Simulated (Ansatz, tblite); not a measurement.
# Zn3O3 zinc blende ring rod (Zn3H12O3): one state, many levels

One table from this session's results is given with a row withheld; the runs are named, their logs left out.

The runs use Ansatz 0.2.0, Gaussian basis; as each input shows.

Plan: GFN1-xTB, GFN2-xTB, PBE-D4/def2-TZVP, r2SCAN-D4/def2-TZVP, B3LYP-D4/def2-TZVP, PBE-QIDH/def2-TZVP, HSE06-D4/def2-TZVP, PBE-D4/def2-SVP, PBE0-D4/def2-SVP, MP2/def2-TZVP, RPA/def2-TZVP.

2 further runs of the same task are left out: 2 set aside as unsound or not needed. Runs told in other sessions of the task aren't counted.

### The structure

The geometry is that of the singlet, from an earlier relaxation (r2SCAN-D4/def2-SVP).

18 atoms, charge 0, spin multiplicity 1.

Bond lengths: O1–H13 0.972 Å, O1–H14 0.972 Å, O2–H15 0.972 Å, O2–H16 0.972 Å, O3–H17 0.972 Å, O3–H18 0.972 Å, Zn4–H7 1.565 Å, Zn4–H8 1.567 Å, Zn5–H9 1.564 Å, Zn5–H10 1.567 Å, Zn6–H11 1.564 Å, Zn6–H12 1.566 Å. Angles: H13–O1–H14 106.3°, H15–O2–H16 106.3°, H17–O3–H18 106.3°, H7–Zn4–H8 158.8°, H9–Zn5–H10 158.8°, H11–Zn6–H12 158.9°.

PBE0-D4/def2-TZVP was run before; its log isn't repeated, and its numbers join the tables.

Set-up of the first run:

Tight binding, by tblite at 300 K electronic temperature and without a spin-polarisation term:

```python
tblite.interface.Calculator('GFN1-xTB', numbers, positions, charge=0, uhf=0).singlepoint()
```

Tight binding, by tblite at 300 K electronic temperature and without a spin-polarisation term:

```python
tblite.interface.Calculator('GFN2-xTB', numbers, positions, charge=0, uhf=0).singlepoint()
```

start.molden holds the orbitals of an earlier run on this state, given as this run's starting guess.

in.yaml reads:

```yaml
crystal:
  periodic: [false, false, false]
  atoms:
    - {symbol: O, position_ang: [-1.674213, 0.836495, 0.836563]}
    - {symbol: O, position_ang: [0.832701, 0.831267, -1.673002]}
    - {symbol: O, position_ang: [0.837275, -1.674373, 0.836780]}
    - {symbol: Zn, position_ang: [-1.032201, -1.027229, 2.052801]}
    - {symbol: Zn, position_ang: [2.048189, -1.040783, -1.033125]}
    - {symbol: Zn, position_ang: [-1.030774, 2.051850, -1.033629]}
    - {symbol: H, position_ang: [-2.041058, -2.035086, 1.408539]}
    - {symbol: H, position_ang: [-0.259862, -0.246113, 3.170044]}
    - {symbol: H, position_ang: [1.396123, -2.045363, -2.039350]}
    - {symbol: H, position_ang: [3.171420, -0.265173, -0.263767]}
    - {symbol: H, position_ang: [-2.046968, 1.405666, -2.031909]}
    - {symbol: H, position_ang: [-0.257908, 3.169479, -0.254981]}
    - {symbol: H, position_ang: [-2.604129, 0.640871, 0.631590]}
    - {symbol: H, position_ang: [-1.685253, 1.527032, 1.520685]}
    - {symbol: H, position_ang: [0.637231, 0.628617, -2.602946]}
    - {symbol: H, position_ang: [1.524435, 1.513599, -1.682839]}
    - {symbol: H, position_ang: [0.633156, -2.605309, 0.646631]}
    - {symbol: H, position_ang: [1.522235, -1.681247, 1.526216]}
basis:
  gaussian: {orbitals: def2-TZVP, initial_orbitals: start.molden}
hamiltonian: {xc: pbe, dispersion: d4}
scf: {omitted_lower_state_checks: [starts]}
output: {forces: true, orbitals: {seedname: orbitals}}
```

Started as:

```bash
ansatz run in.yaml --threads 4 --pin off --events-out ev --progress --plain --max-ram 4787MiB
```

Among the steps run: PBE-D4/def2-TZVP; r2SCAN-D4/def2-TZVP; B3LYP-D4/def2-TZVP; PBE-QIDH/def2-TZVP; HSE06-D4/def2-TZVP; PBE-D4/def2-SVP; PBE0-D4/def2-SVP; MP2/def2-TZVP; RPA/def2-TZVP.

One table of the session follows, with a row left open; its other results are not shown here.

It belongs to the step «Binding energy». 

| level | binding an atom (eV) |
| --- | --- |
| HF/def2-TZVP | 1.703 |
| PBE-D4/def2-SVP | 2.537 |
| PBE-D4/def2-TZVP | 2.485 |
| r2SCAN-D4/def2-TZVP | ? |
| B3LYP-D4/def2-TZVP | 2.470 |
| PBE0-D4/def2-SVP | 2.487 |
| PBE0-D4/def2-TZVP | 2.446 |
| HSE06-D4/def2-TZVP | 2.446 |
| MP2/def2-TZVP | 2.401 |

**Question.** Estimate the row for r2SCAN-D4/def2-TZVP.

**Answer.** binding an atom (eV): 2.522. In the column «binding an atom (eV)» it lies between PBE0-D4/def2-SVP (2.487) and PBE-D4/def2-SVP (2.537).

Limits of these values: Free atoms were run apart at each level; binding is atoms less cluster, divided by the number of atoms, without zero-point or spin-orbit terms.
